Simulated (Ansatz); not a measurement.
# H₂Br (doublet): wave-function methods side by side at distance Br1–H2 along a hydrogen transfer = 1.460 Å, cc-pVTZ

Aim: climb from Hartree-Fock through coupled cluster and multireference methods for H₂Br (doublet) at one geometry and basis, and see what each rung misses.

Program: Ansatz 0.2.0, Gaussian basis. Level of theory: cc-pVTZ, core rule «outside noble gas», up to 14 orbitals frozen. These are calculated values, not measurements.

To be run: UHF; CCSD(T) on ROHF; CCSD(T) on UHF; BCCD(T) on ROHF; CISD; CCSDT(Q) on ROHF; CCSDT(Q) on UHF; CASSCF and MRCISD+Q, 3 electrons in 3 orbitals; CASSCF and NEVPT2, 3 electrons in 3 orbitals; CASSCF and MRCISD+Q, 9 electrons in 6 orbitals; CASSCF and NEVPT2, 9 electrons in 6 orbitals.

4 further runs of the same task are left out: 4 that didn't finish.

## Step 1: The geometry

The geometry derives from fragments relaxed apart (PBE0/def2-TZVP) and kept rigid, so it is no stationary point. A hydrogen atom is moved between rigid fragments. No spin-orbit coupling is included. The filled d shell of Br may be among the frozen orbitals whatever the setting's name suggests; the logs give the count.

3 atoms, charge 0, spin multiplicity 2.

Atoms are counted from 1 here; the program's logs count them from 0.

Bond lengths: Br1–H2 1.460 Å.

## Step 2: UHF

in.yaml reads:

```yaml
crystal:
  periodic: [false, false, false]
  atoms:
    - {symbol: Br, position_ang: [0.000000, 0.000000, -1.300000]}
    - {symbol: H, position_ang: [0.000000, 0.000000, 0.160000]}
    - {symbol: H, position_ang: [0.000000, 0.000000, 1.140000]}
basis:
  gaussian: {orbitals: cc-pVTZ}
magnetization: {spin_polarized: true, initial_magnetization: 1}
hamiltonian: {xc: hf}
output: {orbitals: {seedname: orbitals}}
```

Started as:

```sh
$ ansatz run in.yaml --threads 1 --pin off --events-out ev --progress --plain --max-ram 2393MiB
```

Further steps of the session: CCSD(T) on ROHF; CCSD(T) on UHF; BCCD(T) on ROHF; CISD; CCSDT(Q) on ROHF; CCSDT(Q) on UHF; CASSCF and MRCISD+Q, 3 electrons in 3 orbitals; CASSCF and NEVPT2, 3 electrons in 3 orbitals; CASSCF and MRCISD+Q, 9 electrons in 6 orbitals; CASSCF and NEVPT2, 9 electrons in 6 orbitals.

**Question.** What will the summary of the whole plan be? Wanted: UCCSDT(Q) below the RHF energy; RMP2 from UCCSDT(Q); UMP2 from UCCSDT(Q); RCCSD from UCCSDT(Q); RCCSD(T) from UCCSDT(Q); UCCSD(T) from UCCSDT(Q); RCCSDT(Q) from UCCSDT(Q); NEVPT2 pair from UCCSDT(Q); MRCISD+Q pair from UCCSDT(Q).

The runs gave:

| quantity | value |
| --- | --- |
| UCCSDT(Q) below the RHF energy | -6.0173 eV |
| RMP2 from UCCSDT(Q) | +815.0 meV |
| UMP2 from UCCSDT(Q) | +836.9 meV |
| RCCSD from UCCSDT(Q) | +222.6 meV |
| RCCSD(T) from UCCSDT(Q) | +24.0 meV |
| UCCSD(T) from UCCSDT(Q) | +24.0 meV |
| RCCSDT(Q) from UCCSDT(Q) | +0.9 meV |
| NEVPT2 pair from UCCSDT(Q) | +777.4 meV |
| MRCISD+Q pair from UCCSDT(Q) | +71.2 meV |
| NEVPT2 valence from UCCSDT(Q) | +1222.0 meV |
| levels within 1 kcal/mol (43 meV) | RCCSD(T), UCCSD(T), BCCD(T), RCCSDT, UCCSDT, RCCSDT(Q) |
| T1 diagnostic | 0.026 |
| effectively unpaired electrons | 1.01 |

RCCSD(T) misses by +24.0 meV, 0.4 % of the correlation energy. One determinant dominates. Of the multireference levels listed MRCISD+Q valence comes nearest in total energy (+67.0 meV), which doesn't show that its space is the better one. These misses are within one basis, not against nature; the frozen cores of restricted and unrestricted runs differ, which can shift their rows.
